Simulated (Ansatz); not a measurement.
# C2H3NSi: shift of H7 from C3 to C2, part 2 of 2

How high is the barrier for the shift of H7 from C3 to C2? Relax the two ends, then run a nudged elastic band between them. SMILES of the start: [SiH2]=C1C=N1.

Ansatz 0.2.0; UKS revPBE-D4/def2-SVP. The steps go on from the part before.

## (11) Dynamics from the top

It starts at the highest inner image of the first converged band: 200 steps of 0.5 fs at constant energy, with velocities drawn for 300 K.

Contents of input.yaml:

```yaml
crystal:
  periodic: [false, false, false]
  atoms:
    - { symbol: Si, position_ang: [-0.434816, 1.164905, -0.525949] }
    - { symbol: C, position_ang: [0.062229, -0.48629, -0.149213] }
    - { symbol: C, position_ang: [1.11297, -1.544678, 0.640498] }
    - { symbol: "N", position_ang: [0.461072, -1.744191, -0.491116] }
    - { symbol: H, position_ang: [-1.636868, 1.175327, -1.426806] }
    - { symbol: H, position_ang: [-0.587991, 1.998223, 0.71329] }
    - { symbol: H, position_ang: [1.023404, -0.563297, 1.239295] }
magnetization:
  spin_polarized: true
basis:
  gaussian: { orbitals: def2-SVP }
hamiltonian:
  xc: revpbe
  dispersion: d4
md:
  timestep: 0.5
  n_steps: 200
  ensemble: nve
  temperature: 300.0
  initial_velocities: maxwell_boltzmann
  seed: 3750
```

Launch:

```sh
> ansatz run input.yaml --threads 2 --pin off --max-ram 3072MiB --backend cpu --events-out ev --progress --plain --runs-dir out
```

Log, shortened:

```text
Warning: RAYON_NUM_THREADS=2 ignored (pool sized by the plan → 2); use --threads N
[...]
Functional definition: revPBE
[...]
858 factors; their error is unknown
[...]
mean field -11476.87539358 eV, -421.7673914087 hartree, gradient 3.9e-5 eV, S^2 0.000000; 1 other end points of the search recorded, 0 dependent functions left out
[...]
reference -11476.87542774 eV, -421.7673926637 hartree; 18, 18 occupied and 57, 57 virtual orbitals, 858 factors
[...]
md step    45: t =    22.50 fs  T =    80.8 K  F+E_penalty+E_count = -11477.19772888 eV  E_kin = 0.052223 eV  conserved = -11477.14550603 eV  (39 SCF iters, 3 dispersion substeps)
[...]
md step    58: t =    29.00 fs  T =   168.0 K  F+E_penalty+E_count = -11477.25442940 eV  E_kin = 0.108579 eV  conserved = -11477.14585046 eV  (39 SCF iters, 3 dispersion substeps)
md step    59: t =    29.50 fs  T =   180.5 K  F+E_penalty+E_count = -11477.26272293 eV  E_kin = 0.116674 eV  conserved = -11477.14604886 eV  (39 SCF iters, 3 dispersion substeps)
```

## (12) More of the same log: dynamics from the highest image of the converged band

Output, continued, shortened:

```text
md step    60: t =    30.00 fs  T =   185.8 K  F+E_penalty+E_count = -11477.26621472 eV  E_kin = 0.120064 eV  conserved = -11477.14615071 eV  (40 SCF iters, 3 dispersion substeps)
[...]
md step    79: t =    39.50 fs  T =   222.3 K  F+E_penalty+E_count = -11477.28936549 eV  E_kin = 0.143675 eV  conserved = -11477.14569078 eV  (39 SCF iters, 3 dispersion substeps)
[...]
md step   117: t =    58.50 fs  T =   608.0 K  F+E_penalty+E_count = -11477.53876969 eV  E_kin = 0.392938 eV  conserved = -11477.14583186 eV  (38 SCF iters, 3 dispersion substeps)
[...]
md step   136: t =    68.00 fs  T =  1175.6 K  F+E_penalty+E_count = -11477.90655339 eV  E_kin = 0.759783 eV  conserved = -11477.14677043 eV  (37 SCF iters, 3 dispersion substeps)
md step   137: t =    68.50 fs  T =  1223.1 K  F+E_penalty+E_count = -11477.93756911 eV  E_kin = 0.790474 eV  conserved = -11477.14709530 eV  (38 SCF iters, 3 dispersion substeps)
```

## (13) The output, continued: dynamics from the highest image of the converged band

The log, continued, shortened:

```text
md step   138: t =    69.00 fs  T =  1246.2 K  F+E_penalty+E_count = -11477.95241216 eV  E_kin = 0.805410 eV  conserved = -11477.14700196 eV  (37 SCF iters, 3 dispersion substeps)
[...]
md step   153: t =    76.50 fs  T =  1790.0 K  F+E_penalty+E_count = -11478.30315560 eV  E_kin = 1.156879 eV  conserved = -11477.14627706 eV  (36 SCF iters, 3 dispersion substeps)
[...]
Atom 3 at     0.758451    -1.356615     0.155549 Å, force    -1.034175     0.007796    -1.006206 eV/Å
Atom 4 at    -0.379648     1.024637    -2.178645 Å, force    -0.358953     0.307652     0.212113 eV/Å
Atom 5 at    -0.752749     2.504599    -0.049533 Å, force    -0.129446     0.016062     0.087957 eV/Å
Atom 6 at     0.168883     0.189759     1.276903 Å, force    -0.073559     0.749664     2.712581 eV/Å
Dipole moment:    -0.387143     0.848492    -0.000728 e Å
```

It took 5.3 min on 2 threads of Intel Xeon Platinum 8259CL at 2.50GHz (Skylake/Cascade Lake), shared host; peak memory 0.19 GiB.

## (14) The trajectory

One step in 8; energies are changes from step 0:

```csv
time (fs),T (K),potential energy change (meV/atom),total energy change (meV/atom),H7–C3 (Å),H7–C2 (Å)
0.0,300,0.0,0.00,1.15,1.69
4.0,152,13.7,0.11,1.11,1.67
8.0,98,18.7,0.13,1.21,1.73
12.0,204,8.9,0.04,1.17,1.72
16.0,140,14.9,0.11,1.11,1.70
20.0,70,21.4,0.12,1.21,1.74
24.0,153,13.6,0.05,1.18,1.70
28.0,141,14.8,0.13,1.11,1.61
32.0,117,17.0,0.10,1.22,1.61
36.0,132,15.6,0.10,1.23,1.56
40.0,217,7.8,0.12,1.16,1.45
44.0,289,1.1,0.06,1.25,1.42
48.0,265,3.4,0.16,1.40,1.35
52.0,553,-23.4,-0.06,1.53,1.15
56.0,577,-25.6,-0.01,1.74,1.10
60.0,590,-26.6,0.16,1.93,1.23
64.0,1027,-67.3,-0.11,1.92,1.12
68.0,1176,-80.9,-0.06,1.88,1.08
72.0,1203,-83.2,0.20,1.97,1.21
76.0,1771,-135.9,-0.10,2.11,1.07
80.0,2374,-191.7,-0.16,2.37,1.11
84.0,2727,-223.9,0.16,2.62,1.21
88.0,3243,-271.7,0.04,2.70,1.04
92.0,3498,-295.4,-0.11,2.86,1.15
96.0,3567,-301.6,0.06,3.02,1.19
100.0,3770,-320.2,0.17,3.14,1.04
```

time (fs), T (K) and a bar:
```
      0.0        300 ##
      4.5        159 #
      8.5         92 
     13.0        207 #
     17.5        154 #
     21.5         50 
     26.0        166 #
     30.5        181 #
     35.0         76 
     39.0        228 #
     43.5        287 ##
     48.0        265 ##
     52.0        553 ####
     56.5        615 #####
     61.0        653 #####
     65.0       1031 ########
     69.5       1246 ##########
     74.0       1485 ############
     78.5       2044 ################
     82.5       2522 ####################
     87.0       3267 ##########################
     91.5       3520 ############################
     95.5       3483 ############################
    100.0       3770 ##############################
```

Bonds that form or break, judged by distance (formed within 1.15 times the sum of covalent radii and held on average over 12 fs, broken when stretched by half; pairs already stretched at the start don't count as bonds):

```csv
time (fs),bond,event
51.5,C2–H7,forms
55.0,C3–H7,breaks
84.0,C2–C3,breaks
```

The last frame stands with the bonds of end B.

## (15) Dynamics from the top

It starts at the highest inner image of the first converged band: 200 steps of 0.5 fs at constant energy, with velocities drawn for 100 K.

input.yaml, as its differences from that of step 11:

```diff
@@ -21,4 +21,4 @@
   ensemble: nve
-  temperature: 300.0
+  temperature: 100.0
   initial_velocities: maxwell_boltzmann
-  seed: 3750
+  seed: 3751
```

Launch:

```sh
> ansatz run input.yaml --threads 2 --pin off --max-ram 3072MiB --backend cpu --events-out ev --progress --plain --runs-dir out
```

Log, shortened:

```text
Warning: RAYON_NUM_THREADS=2 ignored (pool sized by the plan → 2); use --threads N
[...]
[... 1 set-up line as earlier in the session ...]
[...]
858 factors; their error is unknown
[...]
mean field -11476.87539358 eV, -421.7673914087 hartree, gradient 3.9e-5 eV, S^2 0.000000; 1 other end points of the search recorded, 0 dependent functions left out
[...]
reference -11476.87542774 eV, -421.7673926637 hartree; 18, 18 occupied and 57, 57 virtual orbitals, 858 factors
[...]
md step    45: t =    22.50 fs  T =  1536.9 K  F+E_penalty+E_count = -11478.26885171 eV  E_kin = 0.993291 eV  conserved = -11477.27556065 eV  (37 SCF iters, 3 dispersion substeps)
[...]
md step    60: t =    30.00 fs  T =  1736.3 K  F+E_penalty+E_count = -11478.39894953 eV  E_kin = 1.122197 eV  conserved = -11477.27675286 eV  (39 SCF iters, 3 dispersion substeps)
md step    61: t =    30.50 fs  T =  1571.9 K  F+E_penalty+E_count = -11478.29246081 eV  E_kin = 1.015893 eV  conserved = -11477.27656790 eV  (41 SCF iters, 3 dispersion substeps)
```

## (16) The output, continued: dynamics from the highest image of the converged band

The log, continued, shortened:

```text
md step    62: t =    31.00 fs  T =  1418.3 K  F+E_penalty+E_count = -11478.19319857 eV  E_kin = 0.916626 eV  conserved = -11477.27657255 eV  (53 SCF iters, 3 dispersion substeps)
[...]
md step    81: t =    40.50 fs  T =  1660.3 K  F+E_penalty+E_count = -11478.35004750 eV  E_kin = 1.073046 eV  conserved = -11477.27700137 eV  (36 SCF iters, 3 dispersion substeps)
[...]
md step   119: t =    59.50 fs  T =   666.3 K  F+E_penalty+E_count = -11477.70546349 eV  E_kin = 0.430623 eV  conserved = -11477.27484091 eV  (53 SCF iters, 3 dispersion substeps)
[...]
md step   138: t =    69.00 fs  T =  2082.9 K  F+E_penalty+E_count = -11478.62423727 eV  E_kin = 1.346153 eV  conserved = -11477.27808379 eV  (37 SCF iters, 3 dispersion substeps)
md step   139: t =    69.50 fs  T =  1904.3 K  F+E_penalty+E_count = -11478.50869161 eV  E_kin = 1.230779 eV  conserved = -11477.27791242 eV  (37 SCF iters, 3 dispersion substeps)
```

## (17) More of the same log: dynamics from the highest image of the converged band

Output, continued, shortened:

```text
md step   140: t =    70.00 fs  T =  1698.0 K  F+E_penalty+E_count = -11478.37503310 eV  E_kin = 1.097427 eV  conserved = -11477.27760629 eV  (37 SCF iters, 3 dispersion substeps)
[...]
md step   155: t =    77.50 fs  T =  1114.2 K  F+E_penalty+E_count = -11477.99615626 eV  E_kin = 0.720114 eV  conserved = -11477.27604275 eV  (39 SCF iters, 3 dispersion substeps)
[...]
Atom 3 at     0.429047    -1.799602    -0.514224 Å, force     0.410918     0.764399     0.667582 eV/Å
Atom 4 at    -1.678693     1.130489    -1.409764 Å, force     0.114187    -0.128154    -0.174037 eV/Å
Atom 5 at    -0.760482     2.048797     0.630767 Å, force     0.247453    -0.007233    -0.045066 eV/Å
Atom 6 at     1.299609    -1.315187     1.621568 Å, force     1.164492    -1.086097     0.310369 eV/Å
Dipole moment:     0.274612    -0.045284     0.398430 e Å
```

Run time: 5.4 min. Hardware: 2 threads of Intel Xeon Platinum 8259CL at 2.50GHz (Skylake/Cascade Lake), shared host; peak memory 0.2 GiB.

## (18) The trajectory

One step in 11; energies are changes from step 0:

```csv
time (fs),T (K),potential energy change (meV/atom),total energy change (meV/atom),H7–C3 (Å),H7–C2 (Å)
0.0,100,0.0,0.00,1.15,1.69
5.5,66,3.2,0.02,1.14,1.76
11.0,118,-1.6,0.02,1.12,1.86
16.5,303,-18.7,0.05,1.11,2.03
22.0,1356,-115.9,0.05,1.12,2.30
27.5,2499,-221.9,-0.44,1.22,2.55
33.0,834,-68.0,-0.23,1.08,2.39
38.5,1083,-90.9,-0.16,1.15,2.56
44.0,2319,-205.2,-0.32,1.21,2.64
49.5,1279,-108.9,0.01,1.08,2.25
55.0,236,-12.5,0.05,1.13,2.08
60.5,1023,-85.2,0.01,1.09,2.14
66.0,2508,-222.6,-0.33,1.22,2.47
71.5,989,-82.2,-0.05,1.11,2.49
77.0,891,-73.0,-0.01,1.12,2.52
82.5,2547,-226.3,-0.38,1.19,2.53
88.0,1080,-90.5,0.00,1.12,2.25
93.5,540,-40.7,-0.05,1.11,2.07
99.0,691,-54.5,0.06,1.10,2.17
100.0,883,-72.2,0.10,1.09,2.21
```

time (fs), T (K) and a bar:
```
      0.0        100 
      4.5         66 
      8.5         87 
     13.0        157 #
     17.5        385 ####
     21.5       1187 #############
     26.0       2580 ##############################
     30.5       1572 ##################
     35.0        310 ###
     39.0       1227 ##############
     43.5       2287 ##########################
     48.0       1702 ####################
     52.0        695 ########
     56.5        205 ##
     61.0       1221 ##############
     65.0       2423 ############################
     69.5       1904 ######################
     74.0        227 ##
     78.5       1581 ##################
     82.5       2547 ##############################
     87.0       1344 ###############
     91.5        600 ######
     95.5        474 #####
    100.0        883 ##########
```

The last frame stands with the bonds of end A.

## (19) Outcome

This closing draws on all 2 parts.

| quantity | value |
| --- | --- |
| end A | 7 moves, 0.198 eV lower |
| end B | 25 moves, 3.675 eV lower |
| first band: barrier forwards | 1.83 eV |
| first band: barrier backwards | 2.72 eV |
| first band: second end relative to first | -0.898 eV |
| first band: highest image | 2 of 0 to 6, climbing |
| first band: band iterations | 17 |
| imaginary modes at the top | 461i cm⁻¹ |
| second band | top 1.826 eV above image 0, 14 iterations, 5 inner images |
| time, first and second band | 2.4 min and 2.2 min |
| trajectory at 300 K, after 100 fs | with the bonds of end B, at 3770 K |
| trajectory at 100 K, after 100 fs | with the bonds of end A, at 883 K |

In the first band: the top lies 1.83 eV above the first end, or 71 kT at room temperature. The second end lies 0.90 eV below the first, so the way back costs 2.72 eV. By distance, end A alone has C2–C3, C3–H7 and end B alone has C2–H7. One imaginary mode, as a first-order saddle point has. The second band's top agrees with the first's to 1 meV, so the changed settings hardly move the height. Zero-point energy and entropy are left out. Tunnelling, which matters where hydrogen moves, is missing too. Semilocal functionals tend to give barriers that are too low.
